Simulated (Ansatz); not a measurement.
**In3Sb: properties at the relaxed cell**

An exercise on one series of results from a longer session: the logs are not shown, and one member is left open.

Method: DFT PBEsol+D3(BJ), scalar-relativistic, plane waves, PAW, in Ansatz 0.2.0.

### The system as given

The structure is cubic, space group Pm-3m (No. 221). The conventional cell has a = 4.640 Å, b = 4.640 Å, c = 4.640 Å, α = 90.00°, β = 90.00°, γ = 90.00°. Around In (site symmetry 4/mmm) lie 8 In at 3.28 Å and 4 Sb at 3.28 Å. Around Sb (site symmetry m-3m) lie 12 In at 3.28 Å.

As a file:

```cif
data_structure
_symmetry_space_group_name_H-M 'P 1'
_symmetry_Int_Tables_number 1
_cell_length_a 4.6402
_cell_length_b 4.6402
_cell_length_c 4.6402
_cell_angle_alpha 90.000
_cell_angle_beta 90.000
_cell_angle_gamma 90.000
_cell_volume 99.91
loop_
_atom_site_label
_atom_site_type_symbol
_atom_site_fract_x
_atom_site_fract_y
_atom_site_fract_z
_atom_site_occupancy
In1 In 0.50000 0.50000 0.00000 1
In2 In 0.50000 0.00000 0.50000 1
In3 In 0.00000 0.50000 0.50000 1
Sb1 Sb 0.00000 0.00000 0.00000 1
```

It goes back to an entry of the Materials Project, which need not be the stable form.

It is the result of an earlier relaxation at this level (volume 24.98 Å³/atom; gap on the mesh: none (metal)).

The first run:

input.yaml

```yaml
crystal:
  lattice:
    - [4.5933638116, 0.0, 0.0]
    - [0.0, 4.5933638116, 0.0]
    - [0.0, 0.0, 4.5933638116]
  atoms:
    - { symbol: In, position: [0.5, 0.5, 0.0] }
    - { symbol: In, position: [0.5, 0.0, 0.5] }
    - { symbol: In, position: [0.0, 0.5, 0.5] }
    - { symbol: Sb, position: [0.0, 0.0, 0.0] }
basis:
  ecutwfc: 420
kpoints:
  mp_grid: { grid: [10, 10, 10] }
hamiltonian:
  xc: pbesol
  dispersion: d3bj
scf:
  occupations: { method: gaussian, width: 0.1 }
output:
  forces: true
  stress: true
  eigenvalues: true
```

Started as:

```sh
$ ansatz run input.yaml --threads 1 --pin off --max-ram 2560MiB --backend cpu --events-out ev --progress --plain --runs-dir out
```

Among the steps run: Point at V/V0 = 0.97; Volume × 1.03; Point at V/V0 = 0.94; Point at V/V0 = 1.06; The cell scaled to 0.91 of its volume; The cell scaled to 1.10 of its volume; Point at V/V0 = 0.88.

One table of the session follows, with a row left open; its other results are not shown here.

It belongs to the step «Equation of state». 

| volume (Å³/atom) | energy above the lowest point (meV/atom) | pressure (GPa) |
| --- | --- | --- |
| 21.981 | 75.9 | 9.36 |
| 22.730 | 39.7 | 6.29 |
| 23.479 | 16.5 | 3.77 |
| 24.229 | ? | ? |
| 24.978 | 0.0 | -0.01 |
| 25.728 | 3.4 | -1.46 |
| 26.477 | 13.1 | -2.68 |
| 27.476 | 34.1 | -4.00 |

Estimate the missing values for volume (Å³/atom) = 24.229.

Worked estimate for «energy above the lowest point (meV/atom)». A straight line through the neighbours (23.479, 16.5) and (24.978, 0.0) gives 16.5 + (0.0 − 16.5) × (24.229 − 23.479) / (24.978 − 23.479) = 8.2; a parabola fitted to 4 rows on both sides gives 3.8.

**Answer.** energy above the lowest point (meV/atom): 3.9; pressure (GPa): 1.71. In «energy above the lowest point (meV/atom)» the line misses by +4.3 and the parabola by -0.1.
